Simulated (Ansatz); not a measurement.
# FH6Si3: the cost of one run

Computed with the Python package of Ansatz 0.2.0. Level of theory: B3LYP/def2-SVP.

## 1. Starting point

Bond lengths: F1–Si2 1.658 Å, Si2–Si3 2.294 Å, Si2–Si4 2.291 Å, Si3–H5 1.488 Å, Si3–H6 1.478 Å, Si3–H7 1.546 Å, Si4–H8 1.487 Å, Si4–H9 1.562 Å, Si4–H10 1.433 Å. Angles (14 of 15 angles, heavy atoms first): F1–Si2–Si3 112.5°, F1–Si2–Si4 108.8°, Si3–Si2–Si4 105.0°, Si2–Si3–H5 110.9°, Si2–Si3–H6 111.0°, Si2–Si3–H7 110.1°, Si2–Si4–H8 109.7°, Si2–Si4–H9 109.0°, Si2–Si4–H10 115.4°, H5–Si3–H6 109.4°, H5–Si3–H7 107.8°, H6–Si3–H7 107.6°, H8–Si4–H9 105.1°, H8–Si4–H10 109.8°.

The script holds or builds the structure itself.

## 2. The script

The input, opt_fh6si3.py:

```python
"""Geometry optimisation of FH6Si3."""

import ansatz as az
import numpy as np

geometry_ang = [
    ("F", (0.8414, -1.6904, -1.6526)),
    ("Si", (-0.3159, -0.7846, -0.8843)),
    ("Si", (0.0419, 1.4701, -1.1074)),
    ("Si", (-0.1909, -1.1843, 1.3679)),
    ("H", (0.0412, 1.8678, -2.5415)),
    ("H", (-0.988, 2.2436, -0.3835)),
    ("H", (1.4176, 1.8511, -0.5126)),
    ("H", (-0.4969, -2.6143, 1.6401)),
    ("H", (-1.3188, -0.3818, 2.0908)),
    ("H", (1.0515, -0.8283, 1.9861)),
]
system = az.Crystal.molecule()
for symbol, xyz in geometry_ang:
    system = system.atom(symbol, xyz)

calc = (
    system.calculation()
    .basis(gaussian="def2-SVP")
    .functional("b3lyp")
    .spin("collinear", total=1)
)
symbols = [site.symbol for site in system.cartesian_sites]
start = np.array([site.position_ang for site in system.cartesian_sites], dtype=float)
def progress(event):
    if event["event"] == "relax_step":
        row = event["data"]
        print(f"step {row['step']:3d}  E = {row['lagrangian_ev']:.6f} eV  max force {row['allowed_force_max_ev_ang']:.4f} eV/A")


report = calc.relax(force_tolerance=0.02).session().plan().execute(on_event=progress).report
end = np.array(report["positions_ang"])

print(f"E = {report['free_energy_ev']:.6f} eV = {report['free_energy_ev'] / 27.211386246:.7f} Ha")
print("converged:", report["converged"], " doubts:", report["published_state_doubts"] or "none")

print("bond        before    after (A)")
for i, j in [(0, 1), (1, 2), (1, 3), (2, 4), (2, 5), (2, 6), (3, 7), (3, 8), (3, 9)]:
    d0, d1 = (np.linalg.norm(xyz[i] - xyz[j]) for xyz in (start, end))
    print(f"{symbols[i]}{i}-{symbols[j]}{j}".ljust(10), f"{d0:8.4f} {d1:8.4f}")
with open("fh6si3_opt.xyz", "w") as handle:
    handle.write(f"{len(symbols)}\nrelaxed FH6Si3\n")
    handle.writelines(f"{s:2s} {x:11.6f} {y:11.6f} {z:11.6f}\n" for s, (x, y, z) in zip(symbols, end))
```

## 3. The input behind the calls

The package turns the script's settings into the engine's input:

```yaml
crystal:
  periodic: [false, false, false]
  atoms:
    - { symbol: F, position_ang: [0.8414, -1.6904, -1.6526] }
    - { symbol: Si, position_ang: [-0.3159, -0.7846, -0.8843] }
    - { symbol: Si, position_ang: [0.0419, 1.4701, -1.1074] }
    - { symbol: Si, position_ang: [-0.1909, -1.1843, 1.3679] }
    - { symbol: H, position_ang: [0.0412, 1.8678, -2.5415] }
    - { symbol: H, position_ang: [-0.988, 2.2436, -0.3835] }
    - { symbol: H, position_ang: [1.4176, 1.8511, -0.5126] }
    - { symbol: H, position_ang: [-0.4969, -2.6143, 1.6401] }
    - { symbol: H, position_ang: [-1.3188, -0.3818, 2.0908] }
    - { symbol: H, position_ang: [1.0515, -0.8283, 1.9861] }
basis:
  gaussian:
    orbitals: def2-SVP
hamiltonian:
  xc: b3lyp
magnetization:
  spin_polarized: true
  initial_magnetization: 1.0
relax:
  f_tol: 0.02
```

## 4. Launch

On the command line:

```console
$ python opt_fh6si3.py
```

Q: Estimate wall time and peak memory on 1 thread of Arm Neoverse V2, shared host.

About 57 s, with a peak of 0.37 GiB.
